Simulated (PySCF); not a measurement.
# How the numerical set-up moves the result for SbBr (triplet)

The method stays; parts of the set-up, such as the basis or the Hamiltonian, are changed.

Computed with PySCF 2.14.0. Level: each script names its method and basis.

2 further runs of the same task are left out: 1 for a known fault of the program, 1 that didn't finish.

### 1 Where the work starts

SbBr (triplet): 2 atoms, charge 0, spin multiplicity 3.

Bond lengths: Sb1–Br2 2.356 Å.

### 2 The run that the others are compared with

Contents of input.py:

```python
from pyscf import gto, dft

mol = gto.M(
    atom='Sb 0 0 0; Br 0 0 2.356',
    basis='lanl2dz',
    ecp={'Sb': 'lanl2dz', 'Br': 'lanl2dz'},
    charge=0,
    spin=2,
    verbose=4,
)
mf = dft.UKS(mol, xc='m062x')
mf.kernel()
mf.dip_moment()
print('orbital energies (hartree):', [e[max(0, n-3):n+3].round(4) for e, n in zip(mf.mo_energy, mol.nelec)])
```

On the command line:

```
OMP_NUM_THREADS=1 python input.py
```

Its log is not repeated here.

In short: E(SCF) = -18.466913 Eh, 9 cycles, ⟨S²⟩ = 2.002, μ = 2.06 D.

The bond length is a typed value, not an optimised one. The triplet is typed in the script; nothing here shows that it is the ground state.

### 3 Def2-svp

Edit 1 changes basis set: lanl2dz → def2-svp. The core potential changes with it: totals don't compare.

Contents of input.py:

```python
from pyscf import gto, dft

mol = gto.M(
    atom='Sb 0 0 0; Br 0 0 2.356',
    basis='def2-svp',
    ecp={'Sb': 'def2-svp'},
    charge=0,
    spin=2,
    verbose=4,
)
mf = dft.UKS(mol, xc='m062x')
mf.kernel()
mf.dip_moment()
print('orbital energies (hartree):', [e[max(0, n-3):n+3].round(4) for e, n in zip(mf.mo_energy, mol.nelec)])
```

On the command line:

```
OMP_NUM_THREADS=1 python input.py
```

### 4 Integration grid 6

Edit 2 changes integration grid: default → 6.

input.py: that of step 2 with these lines changed.

```diff
@@ -11,2 +11,3 @@
 mf = dft.UKS(mol, xc='m062x')
+mf.grids.level = 6
 mf.kernel()
```

### 5 Density fitting auto

Edit 3 changes density fitting: none → auto.

input.py: that of step 2 with these lines changed.

```diff
@@ -11,2 +11,3 @@
 mf = dft.UKS(mol, xc='m062x')
+mf = mf.density_fit()
 mf.kernel()
```

### 6 Density fitting def2-universal-jkfit

Edit 4 changes density fitting: none → def2-universal-jkfit.

input.py: that of step 2 with these lines changed.

```diff
@@ -11,2 +11,3 @@
 mf = dft.UKS(mol, xc='m062x')
+mf = mf.density_fit(auxbasis='def2-universal-jkfit')
 mf.kernel()
```

### 7 Integration grid 1

Edit 5 changes integration grid: default → 1.

input.py: that of step 2 with these lines changed.

```diff
@@ -11,2 +11,3 @@
 mf = dft.UKS(mol, xc='m062x')
+mf.grids.level = 1
 mf.kernel()
```

Before running it: what results should come out? Wanted: for each run, E(SCF); from base; gap, α spin; SCF dipole.

As calculated:

```
                                 run  E(SCF) (hartree)  from base (eV)  cycles  gap, α spin (eV)  SCF dipole (D)  functions
                                base        -18.466913               0       9              6.31            2.06         16
                            def2-svp      -2814.071969  not comparable      13              6.87            1.57         58
                  integration grid 6        -18.466888         +0.0007       9              6.31            2.06         16
                density fitting auto        -18.467791         -0.0239       9              6.34            2.07         16
density fitting def2-universal-jkfit        -18.466908  not comparable       9              6.31            2.06         16
                  integration grid 1        -18.466745         +0.0046       9              6.31            2.06         16
```

The largest comparable shift of the SCF energy, -0.024 eV, comes with the run “density fitting auto”. The dearest run is “def2-svp”, at 14 s against 3.7 s. Rows marked «poor choice» come from settings spoiled on purpose.
